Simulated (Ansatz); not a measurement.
# Alloy of InP and GaP (44 of 64 In sites exchanged), 128 atoms

Wanted: the relaxed alloy cell and its gap (PBEsol and HSE06 with spin–orbit coupling).

Method: density functional theory in Ansatz 0.2.0, PAW datasets, plane waves.

## 1. The starting cell

128 atoms (44 Ga, 20 In, 64 P); a = 15.768 Å, b = 15.768 Å, c = 15.768 Å, α = 60.00°, β = 60.00°, γ = 60.00°. All atoms were shaken off their sites by about 0.02 Å along each axis.

The runs, in order: (2) PBEsol cell relaxation at the single k point (½, ½, ½), on 1 × NVIDIA GB200 with 8 threads of Arm Neoverse-V2; (3) HSE06 with spin–orbit coupling single point at the Γ point alone, on 1 × NVIDIA GB200 with 8 threads of Arm Neoverse-V2.

## 2. PBEsol relaxation of the cell and the positions

in.yaml

```yaml
crystal:
  lattice:
    - [0.000000, 11.149479, 11.149479]
    - [11.149479, 0.000000, 11.149479]
    - [11.149479, 11.149479, 0.000000]
  atoms:
    - { symbol: Ga, position: [0.999737, 0.000291, 0.000129] }
    - { symbol: Ga, position: [0.002874, 0.500625, 0.997273] }
    - { symbol: Ga, position: [0.751541, 0.251242, 0.250063] }
    - { symbol: Ga, position: [0.998911, 0.500358, 0.500459] }
    - { symbol: Ga, position: [0.249815, 0.248865, 0.751854] }
    - { symbol: Ga, position: [0.498132, 0.503085, 0.500382] }
    - { symbol: Ga, position: [0.752958, 0.748465, 0.249820] }
    - { symbol: Ga, position: [0.748117, 0.253762, 0.751163] }
    - { symbol: Ga, position: [0.250135, 0.250191, 0.998576] }
    - { symbol: Ga, position: [0.500513, 0.002116, 0.247300] }
    - { symbol: Ga, position: [0.748308, 0.250815, 0.001583] }
    - { symbol: Ga, position: [0.001004, 0.501457, 0.249522] }
    - { symbol: Ga, position: [0.252534, 0.746779, 0.000988] }
    - { symbol: Ga, position: [0.998849, 0.001473, 0.751300] }
    - { symbol: Ga, position: [0.250360, 0.249081, 0.502279] }
    - { symbol: Ga, position: [0.500880, 0.499161, 0.250765] }
    - { symbol: Ga, position: [0.751164, 0.748533, 0.997961] }
    - { symbol: Ga, position: [0.501547, 0.997248, 0.750177] }
    - { symbol: Ga, position: [0.747552, 0.255119, 0.498335] }
    - { symbol: Ga, position: [0.997358, 0.501135, 0.750469] }
    - { symbol: Ga, position: [0.251560, 0.750019, 0.498498] }
    - { symbol: Ga, position: [0.501217, 0.498884, 0.750295] }
    - { symbol: Ga, position: [0.751162, 0.750868, 0.500666] }
    - { symbol: Ga, position: [0.250699, 0.001877, 0.250403] }
    - { symbol: Ga, position: [0.003096, 0.247278, 0.500420] }
    - { symbol: Ga, position: [0.250217, 0.503061, 0.248645] }
    - { symbol: Ga, position: [0.503274, 0.748883, 0.998359] }
    - { symbol: Ga, position: [0.249727, 0.001075, 0.750780] }
    - { symbol: Ga, position: [0.750593, 0.001299, 0.750351] }
    - { symbol: Ga, position: [0.999698, 0.746701, 0.502554] }
    - { symbol: Ga, position: [0.501853, 0.750651, 0.497466] }
    - { symbol: Ga, position: [0.250953, 0.999130, 0.999605] }
    - { symbol: Ga, position: [0.748612, 0.998733, 0.000722] }
    - { symbol: Ga, position: [0.000949, 0.249994, 0.247710] }
    - { symbol: Ga, position: [0.248888, 0.498893, 0.999630] }
    - { symbol: Ga, position: [0.247415, 0.001236, 0.498625] }
    - { symbol: Ga, position: [0.497552, 0.251765, 0.249193] }
    - { symbol: Ga, position: [0.749576, 0.497923, 0.000234] }
    - { symbol: Ga, position: [0.749104, 0.999449, 0.499695] }
    - { symbol: Ga, position: [0.001230, 0.751731, 0.248395] }
    - { symbol: Ga, position: [0.499599, 0.749905, 0.249312] }
    - { symbol: Ga, position: [0.497385, 0.253107, 0.749459] }
    - { symbol: Ga, position: [0.000336, 0.749443, 0.751223] }
    - { symbol: Ga, position: [0.498944, 0.751893, 0.747462] }
    - { symbol: In, position: [0.497805, 0.000813, 0.001076] }
    - { symbol: In, position: [0.997888, 0.000953, 0.501790] }
    - { symbol: In, position: [0.249878, 0.250442, 0.251345] }
    - { symbol: In, position: [0.499851, 0.499543, 0.002249] }
    - { symbol: In, position: [0.499080, 0.002344, 0.500683] }
    - { symbol: In, position: [0.248734, 0.752048, 0.250261] }
    - { symbol: In, position: [0.246622, 0.751119, 0.749909] }
    - { symbol: In, position: [0.749409, 0.753640, 0.748086] }
    - { symbol: In, position: [0.000366, 0.998747, 0.251955] }
    - { symbol: In, position: [0.000036, 0.249716, 0.000979] }
    - { symbol: In, position: [0.499951, 0.249533, 0.000685] }
    - { symbol: In, position: [0.751966, 0.999046, 0.248896] }
    - { symbol: In, position: [0.997460, 0.749645, 0.001753] }
    - { symbol: In, position: [0.499943, 0.253262, 0.498472] }
    - { symbol: In, position: [0.748819, 0.500247, 0.252004] }
    - { symbol: In, position: [0.252824, 0.500875, 0.749492] }
    - { symbol: In, position: [0.747176, 0.500883, 0.750815] }
    - { symbol: In, position: [0.999746, 0.249330, 0.751944] }
    - { symbol: In, position: [0.249731, 0.501580, 0.497880] }
    - { symbol: In, position: [0.750448, 0.499488, 0.500202] }
    - { symbol: P, position: [0.064030, 0.061511, 0.061977] }
    - { symbol: P, position: [0.561550, 0.061144, 0.063563] }
    - { symbol: P, position: [0.062718, 0.563725, 0.062267] }
    - { symbol: P, position: [0.062431, 0.064669, 0.560054] }
    - { symbol: P, position: [0.313694, 0.314638, 0.310769] }
    - { symbol: P, position: [0.564291, 0.562874, 0.059497] }
    - { symbol: P, position: [0.564302, 0.064314, 0.563031] }
    - { symbol: P, position: [0.814344, 0.311259, 0.310820] }
    - { symbol: P, position: [0.064183, 0.561642, 0.562177] }
    - { symbol: P, position: [0.311980, 0.814116, 0.312194] }
    - { symbol: P, position: [0.315700, 0.313222, 0.811401] }
    - { symbol: P, position: [0.564730, 0.560303, 0.563925] }
    - { symbol: P, position: [0.812055, 0.812997, 0.314578] }
    - { symbol: P, position: [0.815144, 0.311500, 0.810422] }
    - { symbol: P, position: [0.313303, 0.810896, 0.812503] }
    - { symbol: P, position: [0.810751, 0.811784, 0.812631] }
    - { symbol: P, position: [0.062682, 0.063428, 0.313068] }
    - { symbol: P, position: [0.311473, 0.312833, 0.063510] }
    - { symbol: P, position: [0.561651, 0.060424, 0.313645] }
    - { symbol: P, position: [0.812843, 0.311286, 0.063369] }
    - { symbol: P, position: [0.062792, 0.563989, 0.311734] }
    - { symbol: P, position: [0.310248, 0.808900, 0.066635] }
    - { symbol: P, position: [0.066111, 0.059222, 0.812816] }
    - { symbol: P, position: [0.312055, 0.313441, 0.563454] }
    - { symbol: P, position: [0.564256, 0.560433, 0.312455] }
    - { symbol: P, position: [0.812847, 0.811817, 0.061784] }
    - { symbol: P, position: [0.562154, 0.062718, 0.813074] }
    - { symbol: P, position: [0.812943, 0.313167, 0.563774] }
    - { symbol: P, position: [0.058536, 0.563730, 0.815405] }
    - { symbol: P, position: [0.314469, 0.814469, 0.562006] }
    - { symbol: P, position: [0.563211, 0.563536, 0.809144] }
    - { symbol: P, position: [0.811678, 0.812013, 0.562251] }
    - { symbol: P, position: [0.061895, 0.312517, 0.062995] }
    - { symbol: P, position: [0.314182, 0.059852, 0.311281] }
    - { symbol: P, position: [0.563078, 0.311620, 0.064206] }
    - { symbol: P, position: [0.812116, 0.062986, 0.309743] }
    - { symbol: P, position: [0.063960, 0.812502, 0.063490] }
    - { symbol: P, position: [0.065476, 0.313631, 0.563283] }
    - { symbol: P, position: [0.312587, 0.562007, 0.312075] }
    - { symbol: P, position: [0.563729, 0.811253, 0.063290] }
    - { symbol: P, position: [0.313274, 0.063146, 0.811802] }
    - { symbol: P, position: [0.562843, 0.311406, 0.564146] }
    - { symbol: P, position: [0.812418, 0.562824, 0.311706] }
    - { symbol: P, position: [0.815169, 0.059556, 0.812652] }
    - { symbol: P, position: [0.064367, 0.811874, 0.562709] }
    - { symbol: P, position: [0.312176, 0.563736, 0.811784] }
    - { symbol: P, position: [0.562262, 0.814133, 0.559352] }
    - { symbol: P, position: [0.814622, 0.560919, 0.813524] }
    - { symbol: P, position: [0.311830, 0.061568, 0.061433] }
    - { symbol: P, position: [0.810621, 0.060009, 0.062322] }
    - { symbol: P, position: [0.062537, 0.311493, 0.313913] }
    - { symbol: P, position: [0.312602, 0.562984, 0.061757] }
    - { symbol: P, position: [0.309734, 0.064366, 0.562911] }
    - { symbol: P, position: [0.561895, 0.312763, 0.310869] }
    - { symbol: P, position: [0.813470, 0.563016, 0.061584] }
    - { symbol: P, position: [0.812733, 0.059867, 0.564699] }
    - { symbol: P, position: [0.061908, 0.814255, 0.312323] }
    - { symbol: P, position: [0.063287, 0.314507, 0.811889] }
    - { symbol: P, position: [0.309908, 0.561459, 0.566437] }
    - { symbol: P, position: [0.562025, 0.816073, 0.310021] }
    - { symbol: P, position: [0.562779, 0.313529, 0.812673] }
    - { symbol: P, position: [0.811602, 0.564356, 0.560949] }
    - { symbol: P, position: [0.063575, 0.812420, 0.811065] }
    - { symbol: P, position: [0.562815, 0.813609, 0.810840] }
kpoints:
  mp_grid: { grid: [1, 1, 1], shift: [0.5, 0.5, 0.5] }
hamiltonian:
  xc: pbesol
scf:
  occupations: { method: fermi_dirac, width: 0.01 }
relax:
  f_tol: 0.03
  max_steps: 80
  escape_saddle: false
  adjacent_minimum: "off"
  cell: { fix: [shape] }
output:
  forces: true
  eigenvalues: true
  populations: true
```

Started as:

```bash
ansatz run in.yaml --threads 8 --pin off --max-ram 118750MiB --runs-dir r --events-out ev --progress --plain --backend cuda --devices 0, --max-vram 170GiB
```

The runs that follow: HSE06 with spin–orbit coupling single point.

Q: Predict the outcome of this session. Wanted: for each run, top filled to lowest empty.

**Answer**, as computed:

```
                         level          time   k points  top filled to lowest empty (eV)
            PBEsol, relaxation   8.9 s (GPU)  (½, ½, ½)                             1.74
HSE06 with spin–orbit coupling  24 min (GPU)          Γ                             2.17
```

| quantity | value |
| --- | --- |
| relaxation | 5 recorded steps, 7.02 eV gained |
| largest shift | 0.19 Å (P100) |
| relaxed cell | a = 15.765 Å, b = 15.765 Å, c = 15.765 Å, α = 60.00°, β = 60.00°, γ = 60.00° |
| mean bonds | Ga–P 2.368, In–P 2.520 Å |

Relaxation gains 7.02 eV, with shifts up to 0.19 Å (P100), while the volume changes by -0.1 %. The mean lengths of the listed bonds run from Ga–P 2.37 Å to In–P 2.52 Å. Rows on different k points differ by sampling as well as by level. With one k point the spacing samples only the states that fold onto it, so it can exceed the gap over the zone.
